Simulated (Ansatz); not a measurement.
# SiGeNH₇: functionals against CCSD(T) at one geometry

The runs use Ansatz 0.2.0, Gaussian basis; single points in def2-TZVPP.

Correlated methods freeze the cores. Filled d shells of the heavier atoms are correlated. B3LYP uses VWN-RPA correlation.

## (1) The system as given

SMILES `[SiH3][NH][GeH3]`, 10 atoms, charge 0, spin multiplicity 1.

Atoms are counted from 1 here; the program's logs count them from 0.

Bond lengths: Si1–N2 1.787 Å, Si1–H4 1.060 Å, Si1–H5 1.487 Å, Si1–H6 1.474 Å, N2–Ge3 1.747 Å, N2–H7 0.923 Å, Ge3–H8 1.450 Å, Ge3–H9 1.558 Å, Ge3–H10 1.650 Å. Angles: N2–Si1–H4 114.8°, N2–Si1–H5 101.4°, N2–Si1–H6 111.4°, H4–Si1–H5 119.0°, H4–Si1–H6 102.6°, H5–Si1–H6 107.7°, Si1–N2–Ge3 124.8°, Si1–N2–H7 105.4°, Ge3–N2–H7 126.6°, N2–Ge3–H8 100.7°, N2–Ge3–H9 122.3°, N2–Ge3–H10 113.2°, H8–Ge3–H9 110.4°, H8–Ge3–H10 109.5°, H9–Ge3–H10 100.7°.

Geometry (Å):

```xyz
10
GeH7NSi
Si   -1.2916    0.4697   -0.9094
N     0.4284    0.1970   -0.5086
Ge    1.0030   -0.5211    0.9766
H    -1.9413   -0.3233   -0.6409
H    -1.2003    0.8736   -2.3381
H    -1.8447    1.6089   -0.1560
H     0.9026    0.7571   -1.0679
H     0.1486   -1.6898    1.0580
H     0.9984    0.2494    2.3306
H     2.5807   -0.9979    0.9011
```

## (2) CCSD(T)/def2-TZVPP

Input file run/in.yaml:

```yaml
crystal:
  periodic: [false, false, false]
  atoms:
    - {symbol: Si, position_ang: [-1.291600, 0.469700, -0.909400]}
    - {symbol: N, position_ang: [0.428400, 0.197000, -0.508600]}
    - {symbol: Ge, position_ang: [1.003000, -0.521100, 0.976600]}
    - {symbol: H, position_ang: [-1.941300, -0.323300, -0.640900]}
    - {symbol: H, position_ang: [-1.200300, 0.873600, -2.338100]}
    - {symbol: H, position_ang: [-1.844700, 1.608900, -0.156000]}
    - {symbol: H, position_ang: [0.902600, 0.757100, -1.067900]}
    - {symbol: H, position_ang: [0.148600, -1.689800, 1.058000]}
    - {symbol: H, position_ang: [0.998400, 0.249400, 2.330600]}
    - {symbol: H, position_ang: [2.580700, -0.997900, 0.901100]}
basis:
  gaussian: {orbitals: def2-TZVPP}
correlation: {method: ccsd_t}
```

Launch:

```sh
$ ansatz run in.yaml --threads 8 --pin off --events-out ev --progress --plain --max-ram 10444MiB
```

What time and memory should one allow on 8 threads of Arm Neoverse N1, shared host?

About 60 s, with a peak of 3.2 GiB.
